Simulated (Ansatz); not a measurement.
# Al3Co2Ni: the cost of one run

Computed with Ansatz 0.2.0 (DFT PBE, scalar-relativistic, plane waves, PAW, unless a step's input says otherwise).

### Step 1. The starting structure

The structure is tetragonal, space group P4/mmm (No. 123). Conventional cell: a = 2.960 Å, b = 2.960 Å, c = 8.881 Å, α = 90.00°, β = 90.00°, γ = 90.00°. Around Al (site symmetry 4/mmm) lie 8 Co at 2.56 Å. Al (site symmetry 4mm) is surrounded by 4 Co at 2.56 Å and 4 Ni at 2.56 Å. Around Co (site symmetry 4mm) lie 8 Al at 2.56 Å. Ni (site symmetry 4/mmm) is surrounded by 8 Al at 2.56 Å.

Structure file:

```xyz
6
Lattice="2.9604 0.0000 0.0000 0.0000 2.9604 0.0000 0.0000 0.0000 8.8812" Properties=species:S:1:pos:R:3 pbc="T T T"
Al    1.4802    1.4802    0.0000
Al    1.4802    1.4802    2.9604
Al    1.4802    1.4802    5.9208
Co    0.0000    0.0000    7.4010
Co    0.0000    0.0000    1.4802
Ni    0.0000    0.0000    4.4406
```

The start is an ordering of an alloy on its end members' structure types: elements ordered on the sites of the AlNi type, Ni/Co on Ni (P4/mmm, No. 123).

### Step 2. The guess as it stands, on a coarse mesh

input.yaml reads:

```yaml
crystal:
  lattice:
    - [2.96039677, 0.0, 0.0]
    - [0.0, 2.96039677, 0.0]
    - [0.0, 0.0, 8.88119031]
  atoms:
    - { symbol: Al, position: [0.5, 0.5, 0.0] }
    - { symbol: Al, position: [0.5, 0.5, 0.33333333] }
    - { symbol: Al, position: [0.5, 0.5, 0.66666667] }
    - { symbol: Co, position: [0.0, 0.0, 0.83333333], spin: -3.0 }
    - { symbol: Co, position: [0.0, 0.0, 0.16666667], spin: -3.0 }
    - { symbol: Ni, position: [0.0, 0.0, 0.5], spin: 2.0 }
basis:
  ecutwfc: 420
kpoints:
  mp_grid: { grid: [6, 6, 2] }
hamiltonian:
  xc: pbe
scf:
  occupations: { method: gaussian, width: 0.1 }
  lower_state_search: "off"
output:
  forces: true
  stress: true
  eigenvalues: true
  populations: true
magnetization:
  spin_polarized: true
```

Run with:

```bash
> ansatz run input.yaml --threads 1 --pin off --max-ram 2560MiB --backend cpu --events-out ev --progress --plain --runs-dir out
```

Q: Estimate wall time and peak memory on 1 thread of AMD EPYC (Zen 3), shared host.

About 23 s, with a peak of 0.44 GiB.
